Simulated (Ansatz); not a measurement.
# AlCl3H2S: one species, many methods

One table from this session's results is given with a row withheld; the runs are named, their logs left out.

Program: Ansatz 0.2.0, Gaussian basis. Level of theory: functionals in def2-TZVPP, the program's frozen cores in correlated methods. These are calculated values, not measurements.

The runs, in order: LDA (SPW92), PBE-D4, revPBE-D4, BLYP-D4, r2SCAN-D4, B97M-V, PBE0-D4, B3LYP-D4, r2SCANh-D4, r2SCAN0-D4, HSE06-D4, BHLYP-D4, CAM-B3LYP-D4, LC-ωPBE, ωB97X-V, ωB97M-V, B2PLYP, PBE-QIDH; CCSD(T)/def2-SVP; CCSD(T)/def2-TZVPP; MP2/def2-QZVPP; extrapolation to the limit; RPA on PBE.

## The geometry

All runs share one geometry, relaxed beforehand with PBE0-D4 in a triple-zeta def2 set.

SMILES `[SH2+][Al-]([Cl])([Cl])[Cl]`, 7 atoms, charge 0, spin multiplicity 1.

Atoms are counted from 1 here; the program's logs count them from 0.

Bond lengths: S1–Al2 2.468 Å, S1–H6 1.346 Å, S1–H7 1.346 Å, Al2–Cl3 2.100 Å, Al2–Cl4 2.100 Å, Al2–Cl5 2.105 Å. Angles: Al2–S1–H6 95.8°, Al2–S1–H7 95.8°, H6–S1–H7 93.0°, S1–Al2–Cl3 98.6°, S1–Al2–Cl4 98.6°, S1–Al2–Cl5 101.3°, Cl3–Al2–Cl4 118.4°, Cl3–Al2–Cl5 116.8°, Cl4–Al2–Cl5 116.8°.

The first run:

Input file in.yaml:

```yaml
crystal:
  periodic: [false, false, false]
  atoms:
    - {symbol: S, position_ang: [-0.829214, 0.731183, 1.055673]}
    - {symbol: Al, position_ang: [0.397402, -0.804383, -0.436339]}
    - {symbol: Cl, position_ang: [1.691913, -1.654629, 0.982140]}
    - {symbol: Cl, position_ang: [-1.228093, -1.946191, -1.118067]}
    - {symbol: Cl, position_ang: [1.248418, 0.547158, -1.807181]}
    - {symbol: H, position_ang: [-1.399442, 1.450442, 0.071365]}
    - {symbol: H, position_ang: [0.180217, 1.608418, 1.206710]}
basis:
  gaussian: {orbitals: def2-TZVPP}
hamiltonian: {xc: lda}
output: {orbitals: {seedname: orbitals}}
```

Among the steps run: LDA; PBE-D4 (GGA); revPBE-D4 (GGA); BLYP-D4 (GGA); r2SCAN-D4 (meta-GGA); B97M-V (meta-GGA); PBE0-D4 (hybrid); B3LYP-D4 (hybrid); r2SCANh-D4 (hybrid); r2SCAN0-D4 (hybrid); HSE06-D4 (hybrid); BHLYP-D4 (hybrid); CAM-B3LYP-D4 (range-separated); LC-ωPBE-D4 (range-separated; the results give it without D4); ωB97X-V (range-separated); ωB97M-V (range-separated); B2PLYP (double hybrid); PBE-QIDH (double hybrid).

One table of the session follows, with a row left open; its other results are not shown here.

It belongs to the step «Frontier levels by functional». 

```
  functional  HOMO (eV)  gap (eV)
 LDA (SPW92)      -7.46      5.24
      PBE-D4      -7.31      5.21
   revPBE-D4      -7.26      5.20
     BLYP-D4      -7.13      5.12
   r2SCAN-D4      -7.69      5.83
      B97M-V      -7.76      5.84
     PBE0-D4      -8.73      7.62
    B3LYP-D4      -8.43      7.05
  r2SCANh-D4          ?         ?
  r2SCAN0-D4      -8.98      8.02
    HSE06-D4      -8.32      6.83
    BHLYP-D4      -9.97      9.90
CAM-B3LYP-D4     -10.08     10.11
     LC-ωPBE     -11.55     12.82
     ωB97X-V     -11.15     12.27
     ωB97M-V     -10.98     11.93
```

Q: Estimate the row for r2SCANh-D4 from the others.

Worked estimate for «HOMO (eV)». Against the share of exact exchange, r2SCAN-D4 (0, -7.69), r2SCAN0-D4 (0.25, -8.98) give a slope of -5.16 per unit share; at 0.1 the line stands at -8.21.

The run gave: HOMO (eV): -8.20; gap (eV): 6.71. In «HOMO (eV)» the line misses by -0.01.
